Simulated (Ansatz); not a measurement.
**CH4AlF2N: how energies converge with the basis set**

Aim: see how fast density functionals and correlated methods converge with the basis set for CH4AlF2N.

Method: one geometry, several basis sets; program: Ansatz 0.2.0, Gaussian basis.

Plan: PBE0-D4/def2-SVP; ωB97M-V/def2-SVP; PBE0-D4/def2-QZVPP; ωB97M-V/def2-QZVPP; CCSD(T)/cc-pV(D+d)Z; CCSD(T)/cc-pV(T+d)Z; CCSD(T)/cc-pV(Q+d)Z; the functionals' def2-TZVPP values are taken from earlier runs.

### 1 The relaxed structure

All runs share one geometry, relaxed beforehand with PBE0-D4/def2-TZVP.

SMILES `C[NH][Al]([F])[F]`, 9 atoms, charge 0, spin multiplicity 1.

Atoms are counted from 1 here; the program's logs count them from 0.

Bond lengths: C1–N2 1.450 Å, C1–H6 1.096 Å, C1–H7 1.096 Å, C1–H8 1.092 Å, N2–Al3 1.747 Å, N2–H9 1.008 Å, Al3–F4 1.641 Å, Al3–F5 1.641 Å. Angles: N2–C1–H6 112.1°, N2–C1–H7 112.1°, N2–C1–H8 110.0°, H6–C1–H7 107.9°, H6–C1–H8 107.3°, H7–C1–H8 107.3°, C1–N2–Al3 127.9°, C1–N2–H9 112.6°, Al3–N2–H9 119.5°, N2–Al3–F4 120.8°, N2–Al3–F5 120.4°, F4–Al3–F5 118.9°.

### 2 PBE0-D4 in def2-SVP

File in.yaml:

```yaml
crystal:
  periodic: [false, false, false]
  atoms:
    - {symbol: C, position_ang: [0.129500, -1.142898, 0.595498]}
    - {symbol: N, position_ang: [-0.389326, 0.190167, 0.356473]}
    - {symbol: Al, position_ang: [0.056558, 1.303741, -0.913634]}
    - {symbol: F, position_ang: [-0.648799, 2.781432, -1.020129]}
    - {symbol: F, position_ang: [1.191931, 0.885801, -2.022778]}
    - {symbol: H, position_ang: [-0.654226, -1.906270, 0.537349]}
    - {symbol: H, position_ang: [0.610671, -1.227740, 1.576121]}
    - {symbol: H, position_ang: [0.880541, -1.391054, -0.156930]}
    - {symbol: H, position_ang: [-1.088350, 0.460521, 1.030930]}
basis:
  gaussian: {orbitals: def2-SVP}
hamiltonian: {xc: pbe0, dispersion: d4}
output: {orbitals: {seedname: orbitals}}
```

Started as:

```console
> ansatz run in.yaml --threads 2 --pin off --events-out ev --progress --plain --max-ram 32768MiB --backend cpu
```

The runs that follow: ωB97M-V in def2-SVP; PBE0-D4 in def2-QZVPP; ωB97M-V in def2-QZVPP; CCSD(T) in cc-pV(D+d)Z; CCSD(T) in cc-pV(T+d)Z; CCSD(T) in cc-pV(Q+d)Z.

Q: Predict the results of all the runs planned. Wanted: MP2 correlation recovered, cc-pV(D+d)Z; MP2 correlation recovered, cc-pV(T+d)Z; MP2 correlation recovered, cc-pV(Q+d)Z; difference of two CCSD(T) limits: def2 sets; PBE0-D4: double and triple zeta above quadruple; ωB97M-V: double and triple zeta above quadruple.

The runs gave:

| quantity | value |
| --- | --- |
| MP2 correlation recovered, cc-pV(D+d)Z | 67.9 % |
| MP2 correlation recovered, cc-pV(T+d)Z | 87.7 % |
| MP2 correlation recovered, cc-pV(Q+d)Z | 94.9 % |
| difference of two CCSD(T) limits: def2 sets (earlier runs) less this series | 19 meV |
| PBE0-D4: double and triple zeta above quadruple | 13.04, 0.71 eV |
| ωB97M-V: double and triple zeta above quadruple | 13.25, 0.66 eV |

PBE0-D4 gains 12.34 eV from double to triple zeta, then 0.71 eV more. Correlation climbs from 68 % (cc-pV(D+d)Z) to 95 % (cc-pV(Q+d)Z) of the limit; Hartree-Fock is 0.250 eV from its own by then. A limit from the def2 sets, made apart, differs by 19 meV, a least measure of the doubt on such a limit. Total energies overstate the basis error of differences, where much of it tends to cancel. The LUMO of ωB97M-V is positive and keeps falling with the basis (1.24 to 0.57 eV): an unbound level that the basis holds in place.
